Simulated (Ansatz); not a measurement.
Run this with the Ansatz DFT code, driven from Python and show what comes out.

Script `bands.py`:
```python
# -*- coding: utf-8 -*-
from collections import Counter
import json

import ansatz as az
import numpy as np

xtal = (
    az.Lattice.of((4.006, 0.0, 0.0), (0.0, 4.006, 0.0), (0.0, 0.0, 4.006))
    .atom("Ba", (0.5, 0.5, 0.5))
    .atom("Ti", (0.0, 0.0, 0.0))
    .atom("O", (0.5, 0.0, 0.0))
    .atom("O", (0.0, 0.5, 0.0))
    .atom("O", (0.0, 0.0, 0.5))
)

path = [
    ("G", (0.0, 0.0, 0.0)),
    ("X", (0.0, 0.5, 0.0)),
    ("M", (0.5, 0.5, 0.0)),
    ("G", (0.0, 0.0, 0.0)),
    ("R", (0.5, 0.5, 0.5)),
    ("X", (0.0, 0.5, 0.0)),
]
base = (
    xtal.calculation()
    .occupations("fixed")
    .basis(550)
    .kpoints(6, center="gamma")
    .pseudopotentials("paw")
    .band_structure([point for _, point in path], intervals=10)
    .scf(extra_bands=6)
)
out = base.run(events_out="events.ndjson")
data = out.report
with open("events.ndjson") as stream:
    kinds = Counter(json.loads(line)["event"] for line in stream)
print("events:", {kind: kinds[kind] for kind in ("scf_iter", "scf_done", "notice", "finished")})

energy = data["free_energy_ev"]
print("F of the BaTiO3 cell: {:.6f} eV = {:.6f} Ry = {:.6f} Ha".format(energy, energy / 13.605693, energy / 27.211386))
print("Fermi level {:.4f} eV, {} k-points, {} symmetry operations".format(data["fermi_energy_ev"], data["n_kpoints"], data["n_symmetry_ops"]))

print("energy terms (eV)")
for term, value in data["components"].items():
    if abs(value) > 1e-9:
        print(f"  {term:26s} {value:16.5f}")

bands = out.band_structure()
fermi = bands.fermi_energy_ev
print(f"zero of the bands: {fermi:.3f} eV, the Fermi level found on the SCF mesh")
levels = bands.channels[0].eigenvalues_ev - fermi
filled = round(data["n_electrons"]) // 2
valence, conduction = levels[:, filled - 1], levels[:, filled]
print("k (fractions)              top valence  bottom conduction (eV)")
for k, lo, hi in zip(bands.kpoints_frac, valence, conduction):
    print(f"{k[0]:7.3f} {k[1]:7.3f} {k[2]:7.3f} {lo:12.3f} {hi:13.3f}")
print(f"on this path: least direct gap {np.min(conduction - valence):.3f} eV, least gap {conduction.min() - valence.max():.3f} eV")
```

```console
$ python bands.py
events: {'scf_iter': 6, 'scf_done': 1, 'notice': 2, 'finished': 1}
F of the BaTiO3 cell: -10159.580313 eV = -746.715387 Ry = -373.357693 Ha
Fermi level 10.2673 eV, 20 k-points, 48 symmetry operations
energy terms (eV)
  e_band                           -141.67656
  e_kinetic                         969.13389
  e_local                         -2096.76567
  e_nonlocal                        203.82068
  e_hartree                         818.45714
  e_xc                             -491.32167
  e_vxc                            -545.95357
  e_paw                           -6744.50037
  e_vpaw                           -308.82676
  e_augmentation_tail                 0.00190
  e_ewald                         -2818.40620
zero of the bands: 10.267 eV, the Fermi level found on the SCF mesh
k (fractions)              top valence  bottom conduction (eV)
  0.000   0.000   0.000       -0.109         1.804
  0.000   0.050   0.000       -0.130         1.807
  0.000   0.100   0.000       -0.186         1.815
  0.000   0.150   0.000       -0.263         1.829
  0.000   0.200   0.000       -0.349         1.846
  0.000   0.250   0.000       -0.435         1.866
  0.000   0.300   0.000       -0.514         1.885
  0.000   0.350   0.000       -0.580         1.903
  0.000   0.400   0.000       -0.631         1.918
  0.000   0.450   0.000       -0.662         1.927
  0.000   0.500   0.000       -0.673         1.930
  0.050   0.500   0.000       -0.709         1.980
  0.100   0.500   0.000       -0.807         2.117
  0.150   0.500   0.000       -0.926         2.318
  0.200   0.500   0.000       -0.677         2.553
  0.250   0.500   0.000       -0.470         2.799
  0.300   0.500   0.000       -0.308         3.034
  0.350   0.500   0.000       -0.189         3.239
  0.400   0.500   0.000       -0.109         3.399
  0.450   0.500   0.000       -0.064         3.500
  0.500   0.500   0.000       -0.050         3.535
  0.450   0.450   0.000       -0.078         3.494
  0.400   0.400   0.000       -0.155         3.376
  0.350   0.350   0.000       -0.263         3.192
  0.300   0.300   0.000       -0.373         2.962
  0.250   0.250   0.000       -0.451         2.704
  0.200   0.200   0.000       -0.467         2.442
  0.150   0.150   0.000       -0.406         2.196
  0.100   0.100   0.000       -0.272         1.992
  0.050   0.050   0.000       -0.152         1.853
  0.000   0.000   0.000       -0.109         1.804
  0.050   0.050   0.050       -0.181         1.896
  0.100   0.100   0.100       -0.350         2.134
  0.150   0.150   0.150       -0.528         2.458
  0.200   0.200   0.200       -0.651         2.823
  0.250   0.250   0.250       -0.584         3.189
  0.300   0.300   0.300       -0.411         3.523
  0.350   0.350   0.350       -0.249         3.797
  0.400   0.400   0.400       -0.117         4.010
  0.450   0.450   0.450       -0.030         4.145
  0.500   0.500   0.500        0.000         4.191
  0.450   0.500   0.450       -0.016         4.151
  0.400   0.500   0.400       -0.066         4.034
  0.350   0.500   0.350       -0.157         3.848
  0.300   0.500   0.300       -0.294         3.601
  0.250   0.500   0.250       -0.483         3.300
  0.200   0.500   0.200       -0.722         2.961
  0.150   0.500   0.150       -0.926         2.607
  0.100   0.500   0.100       -0.860         2.277
  0.050   0.500   0.050       -0.729         2.027
  0.000   0.500   0.000       -0.673         1.930
on this path: least direct gap 1.912 eV, least gap 1.804 eV
```

Absolute energies stand on the zero of these potentials, so only differences at equal settings mean something. A total without «per atom» is that of the cell as typed. The run is spin-unpolarised. Semilocal gaps usually lie well under measured ones. The energy terms are those on the plane-wave grid, with the one-centre PAW part apart; e_band, e_vxc and e_vpaw aren't summands of the total. The computed bands are complete only to about 5.2 eV above the Fermi level. The Fermi level of a run with fixed occupations marks the highest occupied state on its mesh, not mid-gap. An absolute Fermi energy rests on an arbitrary zero of the periodic potential and has no direct meaning. This is a high-temperature or high-pressure form, not the ambient phase. No functional is typed, so the default, PBE, holds. The structure is a deposited one; some such entries were measured under pressure or heat, so a shift against it needn't be the functional's error alone. Gaps and levels are Kohn-Sham values on a finite set of k-points, without spin-orbit coupling. Finished in 4.5 s on 1 thread of Intel(R) Xeon(R) Processor @ 2.30GHz, on a shared host, peak memory 0.55 GiB.
